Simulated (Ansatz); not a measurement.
# Si4O7: the cost of one run

Method: DFT PBE, scalar-relativistic, plane waves, PAW, in Ansatz 0.2.0.

### 1 The starting structure

The cell holds 22 atoms (O14Si8): a = 7.085 Å, b = 6.974 Å, c = 7.133 Å, α = 90.58°, β = 88.43°, γ = 88.92°.

It is the last frame of an earlier stage of the same melt, run at 4000 K.

Its coordinates follow in the input file.

### 2 A single point on the frame at 4000 K

The electrons keep the Fermi-Dirac width of that temperature.

Input file input.yaml:

```yaml
crystal:
  lattice:
    - [7.084207, 0.066361, 0.097276]
    - [0.066361, 6.97409, -0.035855]
    - [0.097276, -0.035855, 7.132386]
  atoms:
    - { symbol: Si, position: [0.4664951732, 0.1333643049, 0.1540583698] }
    - { symbol: Si, position: [0.5183059553, 0.2769075516, 0.5913421301] }
    - { symbol: Si, position: [0.5736910766, 0.7239784136, 0.0051463812] }
    - { symbol: Si, position: [0.2606087919, 0.3436969857, 0.7952381377] }
    - { symbol: Si, position: [0.9223034233, 0.6323557358, 0.6414007813] }
    - { symbol: Si, position: [0.1288925666, 0.8098739604, 0.2844910884] }
    - { symbol: Si, position: [0.8368113859, 0.0177894414, 0.9239176704] }
    - { symbol: Si, position: [0.7603058584, 0.5160400965, 0.2741365761] }
    - { symbol: O, position: [0.0808608523, 0.7239641257, 0.4652959414] }
    - { symbol: O, position: [0.2890502175, 0.1811753038, 0.6463196785] }
    - { symbol: O, position: [0.5814780528, 0.6206112529, 0.2232443374] }
    - { symbol: O, position: [0.4853734973, 0.2523653314, 0.3568182404] }
    - { symbol: O, position: [0.8564834748, 0.4535639432, 0.0893421233] }
    - { symbol: O, position: [0.0502044243, 0.4282525588, 0.7616743902] }
    - { symbol: O, position: [0.8398389528, 0.7926118795, 0.8276235622] }
    - { symbol: O, position: [0.6614079936, 0.0023796456, 0.0635069379] }
    - { symbol: O, position: [0.3452096415, 0.3483724055, 0.0426448099] }
    - { symbol: O, position: [0.948265907, 0.839828101, 0.1466351296] }
    - { symbol: O, position: [0.4478934039, 0.5310353851, 0.6851475822] }
    - { symbol: O, position: [0.322949647, 0.9072711325, 0.2158289728] }
    - { symbol: O, position: [0.7944922112, 0.4965446489, 0.5342972286] }
    - { symbol: O, position: [0.6842588747, 0.1819061304, 0.6714693765] }
basis:
  ecutwfc: 420
kpoints:
  mp_grid: { grid: [3, 3, 3] }
hamiltonian:
  xc: pbe
scf:
  occupations: { method: fermi_dirac, width: 0.3447 }
output:
  forces: true
  stress: true
  eigenvalues: true
  populations: true
  write_density: true
  write_potential: true
  elf: true
  volumetric_format: npy
```

The run is started by

```bash
> ansatz run input.yaml --threads 2 --pin off --max-ram 5120MiB --backend cpu --events-out ev --progress --plain --runs-dir out
```

What time and memory should one allow on 2 threads of Arm Neoverse V2, shared host?

About 41 s, with a peak of 0.8 GiB.
